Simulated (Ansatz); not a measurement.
Crystal: GaSb3.

```
Sb Ga
1.0
     0.00000    3.73060    3.73060
     3.73060    0.00000    3.73060
     3.73060    3.73060    0.00000
Sb Ga
3 1
Direct
  0.50000 0.50000 0.50000
  0.75000 0.75000 0.75000
  0.25000 0.25000 0.25000
  0.00000 0.00000 0.00000
```

The cell comes from a database or a generator and needn't be the stable form of this composition.

Base run:

- Program: Ansatz 0.2.0
- Functional: LDA
- Potentials or basis: Ansatz PAW
- Cutoff: 420 eV (not typed: the program's choice for these potentials)
- k mesh: 6 × 6 × 6
- Occupations: fermi-dirac, width 0.05 eV
- Spin: no spin polarisation

Its results: band gap on the k mesh none (metal or under the smearing width); pressure -4.5 GPa.

Q: The run is repeated on the same cell with these changes: functional from LDA to PBE. What comes out?

A: Band gap on the k mesh none (metal or under the smearing width); pressure -0.5 GPa.

PBE binds less tightly than LDA, so the same cell stands under more pressure.

Caveats: spin-orbit coupling is left out, which moves the levels of the heavy elements; the PAW data sets come from PBE, with cores solved anew for the run's functional, which leaves a small shift of forces and pressure (some runs).
